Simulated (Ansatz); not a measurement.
# B4AsN3: the band gap up the ladder of functionals

The task here is to estimate one member of a computed series from the others.

Program: Ansatz 0.2.0. PAW datasets, plane waves. No spin polarisation and no zero-point or thermal motion; the cell was built from a prototype and may be hypothetical.

## Starting point

The cell was relaxed beforehand with r2SCAN.

The symmetry is Cm (No. 8, monoclinic); a = 9.222 Å, b = 2.775 Å, c = 4.880 Å, β = 100.4° in the conventional setting, 7.68 Å³ an atom. Near N stand 4 B at 1.58–1.74 Å; near N stand 4 B at 1.59–1.75 Å; near N stand 4 B at 1.56–1.66 Å; near As stand 4 B at 1.89–1.93 Å; near B stand 3 N at 1.68–1.75 Å and 1 As at 1.93 Å.

Structure file:

```
N As B
1.0
     4.61076   -1.38755   -0.01910
     4.61076    1.38755   -0.01910
    -0.85800    0.00000    4.80440
N As B
3 1 4
Cartesian
  0.0752 0.0000 0.0818
  4.1532 0.0000 2.2985
  6.6757 0.0000 1.1814
  1.6708 0.0000 3.5919
  3.5720 0.0000 3.9500
  8.3098 0.0000 1.4742
  1.6009 0.0000 0.4740
  5.7347 0.0000 2.4193
```

The first run:

The input, input.yaml:

```yaml
crystal:
  lattice:
    - [4.6107635508, -1.3875484992, -0.0190970965]
    - [4.6107635508, 1.3875484992, -0.0190970965]
    - [-0.8580009139, 0.0, 4.8043984574]
  atoms:
    - { symbol: "N", position: [0.0097468118, 0.0097468118, 0.0171067164] }
    - { symbol: "N", position: [0.4952585931, 0.4952585931, 0.4823497842] }
    - { symbol: "N", position: [0.7473539424, 0.7473539424, 0.2518347822] }
    - { symbol: As, position: [0.2509323528, 0.2509323528, 0.7496190639] }
    - { symbol: B, position: [0.4641930062, 0.4641930062, 0.8258479657] }
    - { symbol: B, position: [0.9303721096, 0.9303721096, 0.3142450551] }
    - { symbol: B, position: [0.182916111, 0.182916111, 0.1001100729] }
    - { symbol: B, position: [0.6692270731, 0.6692270731, 0.5088865596] }
kpoints:
  mp_grid: { grid: [10, 10, 6] }
  band_path:
    path:
      - [[0.0, 0.0, 0.0], [-0.2733974267207, 0.2733974267207, 1.867791816817e-18]]
      - [[0.2733974267207, 0.7266025732793, -1.585643302788e-17], [0.5, 0.5, -1.585643302788e-17], [0.0, 0.0, 0.0], [0.5, 0.5, -0.5], [0.2654449348886, 0.7345550651114, -0.5]]
      - [[-0.2654449348886, 0.2654449348886, -0.5], [7.37739886717e-20, 7.37739886717e-20, -0.5], [0.0, 0.0, 0.0]]
      - [[2.914911247732e-17, 0.5, -0.5], [0.0, 0.0, 0.0], [5.179523043793e-17, 0.5, -7.92821651394e-18]]
    npoints: 10
hamiltonian:
  xc: pbe
scf:
  occupations: { method: fermi_dirac, width: 0.02 }
  n_extra_bands: 6
output:
  forces: true
  stress: true
  eigenvalues: true
```

Launch:

```console
$ ansatz run input.yaml --threads 4 --pin off --max-ram 6451MiB --backend cpu --events-out ev --progress --plain --runs-dir out
```

Steps of the session up to this table: PBE band path; r2SCAN; HSE06; PBE+SOC.

One of the session's tables, all rows but one given; the rest of the session is left out.

| level | gap (eV) |
| --- | --- |
| PBE | 0.06 |
| r2SCAN | ? |
| HSE06 | 0.87 |
| PBE+SOC | 0.06 |

**Question.** Estimate the row for r2SCAN.

The run gave: gap (eV): 0.31. In the column «gap (eV)» it lies between PBE+SOC (0.06) and HSE06 (0.87).

Meshes: PBE 10×10×6, r2SCAN 10×10×6, HSE06 6×6×4, PBE+SOC 10×10×6

The gap runs from 0.06 eV (PBE) to 0.87 eV (HSE06). Against HSE06, PBE is short by 0.81 eV, at 7 % of it, and r2SCAN 36 %.

Caveats from the session: Warnings in the runs' records: stress scf threshold loose, stress exchange threshold loose.
